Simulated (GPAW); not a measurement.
Runs of GPAW 26.7.0 on Mn3Al. Symmetry: Fm-3m, No. 225, cubic system. Conventional cell: a = 5.716 Å, b = 5.716 Å, c = 5.716 Å, α = 90.00°, β = 90.00°, γ = 90.00°. Mn (site symmetry m-3m) has 8 Mn at 2.48 Å as nearest neighbours. Mn (site symmetry -43m) has 4 Mn at 2.48 Å and 4 Al at 2.48 Å as nearest neighbours. Al (site symmetry m-3m) is surrounded by 8 Mn at 2.48 Å. The cell comes from a database or a generator and needn't be the stable form of this composition.

```tsv
level	U	pressure (GPa)	moment (μB)
PBEsol	-	-7.8	2.52
PBEsol+U	Mn d U = 3 eV	44.2	10.30
PBEsol+U	Mn d U = 2 eV	31.4	9.16
PBEsol+U	Mn d U = 6 eV	69.3	11.97
PBEsol+U	Mn d U = 1 eV	11.0	(a)
PBEsol+U	Mn d U = 4 eV	50.9	10.71
PBEsol+U	Mn d U = 8 eV	78.7	12.31
```

Alike in all rows: task band structure; potentials or basis PAW data sets generated in the run's folder for this functional, pw; spin collinear, ferromagnetic start; cell as given; k mesh 7 × 7 × 7; cutoff (eV) 600; smearing fermi-dirac 0.05 eV.

Q: Estimate the missing entries.

A: (a) 5.84.

Caveats: the U is typed as a test and isn't derived for this compound (some runs); a pressure of tens of GPa on the cell as given is suspect, and the run, the potentials or the cell itself is likely at fault (some runs); the moment fell far below its start of 4 μB, so a state of higher moment may lie lower in energy (some runs).
